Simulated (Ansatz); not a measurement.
# Br− with TeH2: structure and interaction energy

Aim: relax the pair, then compute its interaction energy with counterpoise at many levels, up to CCSD(T).

Computed with Ansatz 0.2.0, Gaussian basis. Level: PBE0-D4 structure, single points in def2-TZVPPD.

Levels: PBE-D4, revPBE-D4, BLYP-D4, r2SCAN-D4, B97M-V, PBE0-D4, B3LYP-D4, HSE06-D4, wB97X-V, wB97M-V, B2PLYP, Hartree-Fock, MP2, CCSD, CCSD(T). The reference is CCSD(T) extrapolated to the basis limit. For elements past Ar these valence bases correlate outer-core shells poorly and lack relativity, so that limit is rough.

Cores are frozen in the correlated methods. Filled d shells of the heavier atoms are correlated. Core potentials replace the inner electrons past krypton, and spin-orbit coupling is left out. B3LYP uses VWN-RPA correlation. B2PLYP carries no dispersion term here.

163 further runs of the same task are left out: 163 set aside as unsound or not needed.

## Step 1: Starting geometry

The pair, from a GFN2-xTB docking trial: 4 atoms, charge -1, spin multiplicity 1.

Atoms are counted from 1 here; the program's logs count them from 0.

Bond lengths: Br1–Te2 2.907 Å, Te2–H3 1.657 Å, Te2–H4 1.800 Å. Angles: Br1–Te2–H3 82.7°, Br1–Te2–H4 167.2°, H3–Te2–H4 84.6°.

Geometry (Å):

```csv
atom,x (Å),y (Å),z (Å)
Br1,0.2253,1.5759,-2.0765
Te2,-0.0338,0.3111,0.5280
H3,-0.0053,-1.0757,-0.3788
H4,-0.1862,-0.8112,1.9272
```

Atoms 1 to 1 are fragment A (Br−), the rest fragment B (TeH2).

## Step 2: A first relaxation in a small basis

Contents of pre/in.yaml:

```yaml
crystal:
  periodic: [false, false, false]
  atoms:
    - {symbol: Br, position_ang: [0.225300, 1.575900, -2.076500]}
    - {symbol: Te, position_ang: [-0.033800, 0.311100, 0.528000]}
    - {symbol: H, position_ang: [-0.005300, -1.075700, -0.378800]}
    - {symbol: H, position_ang: [-0.186200, -0.811200, 1.927200]}
basis:
  gaussian: {orbitals: def2-SVPD}
total_charge: -1
hamiltonian: {xc: pbe, dispersion: d4}
relax: {f_tol: 0.03, max_steps: 250}
```

Launch:

```console
$ ansatz run in.yaml --threads 2 --pin off --events-out ev --progress --plain --max-ram 5222MiB
```

The runs that follow: Relaxation at PBE0-D4; wB97X-V/def2-TZVPPD; wB97M-V/def2-TZVPPD; B2PLYP/def2-TZVPPD; B97M-V/def2-TZVPPD; CCSD(T)/def2-TZVPPD; MP2/def2-QZVPPD; SPW92/def2-SVP; wB97M-V/def2-SVP; CCSD(T)/def2-SVP; Vibrations of the pair.

**Question.** What will these runs give? Wanted: interaction energy, CCSD(T)/CBS; of it Hartree-Fock; D4 term of PBE0-D4; shortest contact; lowest wavenumber.

As calculated:

| quantity | value |
| --- | --- |
| interaction energy, CCSD(T)/CBS | -11.74 kcal/mol |
| of it Hartree-Fock (basis limit) | -5.45 kcal/mol |
| D4 term of PBE0-D4 | -1.23 kcal/mol |
| shortest contact | Br1–Te2 3.19 Å |
| lowest wavenumber | 91 cm⁻¹ |

What this shows: The pair is bound by 11.74 kcal/mol at fixed fragment shapes. Hartree-Fock gives 46 % of it, so electrostatics and correlation both count. B3LYP-D4 is the best functional here (-0.15 kcal/mol from CCSD(T)/CBS); PBE-D4 is the worst (-2.18 kcal/mol). Mean unsigned error by rung: GGA 1.36, meta-GGA 0.97, hybrid 0.64, screened hybrid 1.25, range-separated hybrid 0.65, double hybrid 1.94 kcal/mol. PBE-D4 gives an interaction energy 2.18 kcal/mol too low, an error of 19 % of the reference. CCSD(T) moves by -2.37 kcal/mol from triple zeta to the limit; gaps between functionals far smaller than that don't rank them. A lower arrangement may exist.
